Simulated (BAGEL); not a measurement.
# HF/def2-SVP (density fitting with qzvpp-jkfit) run of CH6B2O (SMILES BB(C)O)

Aim: the vertical singlet–triplet gap of CH6B2O at HF/def2-SVP (density fitting with qzvpp-jkfit), from 2 runs. 

The calculation is run with BAGEL 1.2.2.

## (1) The system as given

CH6B2O has 10 atoms, charge 0, and is taken as a singlet. SMILES: `BB(C)O`. The shape is that of a PBE0-D4/def2-TZVP optimisation. This is one conformer, not always the lowest.

Bond lengths: B1–B2 1.681 Å, B2–C3 1.575 Å, B2–O4 1.367 Å, B1–H5 1.201 Å, B1–H6 1.200 Å, C3–H7 1.093 Å, C3–H8 1.094 Å, C3–H9 1.097 Å, O4–H10 0.959 Å. Some angles: B1–B2–C3 118.7°, B1–B2–O4 125.5°, C3–B2–O4 115.8°, B2–B1–H5 121.9°, B2–B1–H6 122.5°, B2–C3–H7 113.8°, B2–C3–H8 111.5°, B2–C3–H9 108.5°, B2–O4–H10 114.4°, H5–B1–H6 115.4°.

## (2) A single-point energy at HF/def2-SVP (density fitting with qzvpp-jkfit)

The input, calc.json:

```json
{ "bagel" : [

{
  "title" : "molecule",
  "basis" : "svp",
  "df_basis" : "qzvpp-jkfit",
  "angstrom" : "true",
  "geometry" : [
    { "atom" : "B", "xyz" : [   -1.157400,    0.826800,   -0.622100 ] },
    { "atom" : "B", "xyz" : [    0.289400,    0.045900,   -0.271000 ] },
    { "atom" : "C", "xyz" : [    0.377300,   -0.834700,    1.032200 ] },
    { "atom" : "O", "xyz" : [    1.432600,    0.117800,   -1.017900 ] },
    { "atom" : "H", "xyz" : [   -2.010400,    0.312100,   -1.292200 ] },
    { "atom" : "H", "xyz" : [   -1.440400,    1.898900,   -0.162200 ] },
    { "atom" : "H", "xyz" : [   -0.546500,   -1.371000,    1.265900 ] },
    { "atom" : "H", "xyz" : [    1.200400,   -1.552500,    0.975700 ] },
    { "atom" : "H", "xyz" : [    0.572700,   -0.174500,    1.886700 ] },
    { "atom" : "H", "xyz" : [    1.365300,    0.679800,   -1.792300 ] }
  ]
},
{
  "title" : "hf"
},
{
  "title" : "print",
  "file" : "orbitals.molden",
  "orbitals" : "true"
}

]}
```

Command:

```
BAGEL_NUM_THREADS=1 BAGEL calc.json > calc.out
```

The program printed:

```text
* using 1 threads per process

  ===============================================================
  ===============================================================

  *** Geometry ***

  { "atom" : "B", "xyz" : [     -2.187169,      1.562426,     -1.175599 ] },
  { "atom" : "B", "xyz" : [      0.546887,      0.086738,     -0.512116 ] },
  { "atom" : "C", "xyz" : [      0.712994,     -1.577354,      1.950575 ] },
  { "atom" : "O", "xyz" : [      2.707222,      0.222610,     -1.923552 ] },
  { "atom" : "H", "xyz" : [     -3.799105,      0.589784,     -2.441904 ] },
  { "atom" : "H", "xyz" : [     -2.721962,      3.588401,     -0.306514 ] },
  { "atom" : "H", "xyz" : [     -1.032735,     -2.590815,      2.392204 ] },
  { "atom" : "H", "xyz" : [      2.268427,     -2.933800,      1.843806 ] },
  { "atom" : "H", "xyz" : [      1.082246,     -0.329757,      3.565346 ] },
  { "atom" : "H", "xyz" : [      2.580043,      1.284636,     -3.386956 ] },

  Number of auxiliary basis functions:      410

  Since a DF basis is specified, we compute 2- and 3-index integrals:
    o Being stored without compression. Storage requirement is 0.024 GB

  Number of basis functions:       86
  Number of electrons      :       30

    * METHOD: MOLECULE                             0.17

  *** RHF ***

  === Nuclear Repulsion ===
    97.1425843936

      * DIIS with orbital gradients will be used.

  === RHF iteration (svp) ===
      0       -165.27931061          0.01916614           0.04
      1       -165.43465796          0.01112934           0.04
      2       -165.48659779          0.00189238           0.04
      3       -165.48873390          0.00064508           0.04
      4       -165.48894687          0.00009366           0.04
      5       -165.48895461          0.00002613           0.04
      6       -165.48895545          0.00001112           0.04
      7       -165.48895563          0.00000466           0.04
      8       -165.48895567          0.00000158           0.04
      9       -165.48895568          0.00000047           0.04
     10       -165.48895568          0.00000021           0.04
     11       -165.48895568          0.00000005           0.04
     12       -165.48895568          0.00000002           0.04
     13       -165.48895568          0.00000001           0.04
    * SCF iteration converged.

    * Permanent dipole moment:
           (    0.164172,    -0.325094,     0.335851) a.u.

    * METHOD: HF                                   0.71

    * METHOD: PRINT                                0.01

  ===============================================================
```

It took 1.1 s on 1 thread of Arm Neoverse V2, shared host; peak memory 0.1 GiB.

## (3) The triplet

The input, job.json:

```json
{ "bagel" : [

{
  "title" : "molecule",
  "basis" : "svp",
  "df_basis" : "qzvpp-jkfit",
  "angstrom" : true,
  "geometry" : [
    { "atom" : "B", "xyz" : [   -1.157400,    0.826800,   -0.622100 ] },
    { "atom" : "B", "xyz" : [    0.289400,    0.045900,   -0.271000 ] },
    { "atom" : "C", "xyz" : [    0.377300,   -0.834700,    1.032200 ] },
    { "atom" : "O", "xyz" : [    1.432600,    0.117800,   -1.017900 ] },
    { "atom" : "H", "xyz" : [   -2.010400,    0.312100,   -1.292200 ] },
    { "atom" : "H", "xyz" : [   -1.440400,    1.898900,   -0.162200 ] },
    { "atom" : "H", "xyz" : [   -0.546500,   -1.371000,    1.265900 ] },
    { "atom" : "H", "xyz" : [    1.200400,   -1.552500,    0.975700 ] },
    { "atom" : "H", "xyz" : [    0.572700,   -0.174500,    1.886700 ] },
    { "atom" : "H", "xyz" : [    1.365300,    0.679800,   -1.792300 ] }
  ]
},
{ "title" : "uhf", "nopen" : 2 },
{ "title" : "print", "file" : "orbitals.molden", "orbitals" : true }

]}
```

Command:

```
BAGEL_NUM_THREADS=1 BAGEL job.json > job.out
```

The program printed:

```text
* using 1 threads per process

  ===============================================================
  ===============================================================

  *** Geometry ***

  { "atom" : "B", "xyz" : [     -2.187169,      1.562426,     -1.175599 ] },
  { "atom" : "B", "xyz" : [      0.546887,      0.086738,     -0.512116 ] },
  { "atom" : "C", "xyz" : [      0.712994,     -1.577354,      1.950575 ] },
  { "atom" : "O", "xyz" : [      2.707222,      0.222610,     -1.923552 ] },
  { "atom" : "H", "xyz" : [     -3.799105,      0.589784,     -2.441904 ] },
  { "atom" : "H", "xyz" : [     -2.721962,      3.588401,     -0.306514 ] },
  { "atom" : "H", "xyz" : [     -1.032735,     -2.590815,      2.392204 ] },
  { "atom" : "H", "xyz" : [      2.268427,     -2.933800,      1.843806 ] },
  { "atom" : "H", "xyz" : [      1.082246,     -0.329757,      3.565346 ] },
  { "atom" : "H", "xyz" : [      2.580043,      1.284636,     -3.386956 ] },

  Number of auxiliary basis functions:      410

  Since a DF basis is specified, we compute 2- and 3-index integrals:
    o Being stored without compression. Storage requirement is 0.024 GB

  Number of basis functions:       86
  Number of electrons      :       30

    * METHOD: MOLECULE                             0.16

  *** Open-shell HF ***

  === Nuclear Repulsion ===
    97.1425843936

      * DIIS with orbital gradients will be used.

  === UHF iteration (svp) ===
      0       -165.15789065          0.03355560           0.08
      1       -165.29951432          0.02062735           0.09
      2       -165.33258200          0.01320883           0.09
      3       -165.35345039          0.00199353           0.08
      4       -165.35529207          0.00096614           0.09
      5       -165.35586047          0.00047110           0.09
      6       -165.35609053          0.00012017           0.09
      7       -165.35611364          0.00004834           0.09
      8       -165.35611776          0.00002213           0.09
      9       -165.35611887          0.00000784           0.09
     10       -165.35611900          0.00000338           0.09
     11       -165.35611903          0.00000154           0.09
     12       -165.35611903          0.00000056           0.09
     13       -165.35611903          0.00000030           0.09
     14       -165.35611904          0.00000020           0.09
     15       -165.35611904          0.00000012           0.09
     16       -165.35611904          0.00000005           0.09
     17       -165.35611904          0.00000003           0.09
     18       -165.35611904          0.00000002           0.09
     19       -165.35611904          0.00000001           0.08
    * SCF iteration converged.

    * S^2 (UHF) is 2.0138

    * Permanent dipole moment:
           (   -0.733068,     0.277470,    -0.060003) a.u.

    * METHOD: UHF                                  1.91

    * METHOD: PRINT                                0.01

  ===============================================================
```

Wall time 2.2 s (1 thread of Arm Neoverse V2, shared host); peak memory 0.1 GiB.

## (4) Outcome

At HF/def2-SVP (density fitting with qzvpp-jkfit):

| quantity | value |
| --- | --- |
| singlet: total energy | -165.48896 Eh |
| singlet: dipole moment | 1.26 D |
| singlet: HOMO energy | -11.01 eV |
| singlet: LUMO energy | 1.86 eV |
| singlet: HOMO–LUMO gap | 12.86 eV |
| triplet: total energy | -165.35612 Eh |
| triplet: dipole moment | 2.00 D |
| triplet: ⟨S²⟩ | 2.014 |
| vertical energy of the triplet above the singlet | 3.615 eV |

In words: At this shape the triplet lies 3.61 eV (83 kcal/mol) above the singlet.
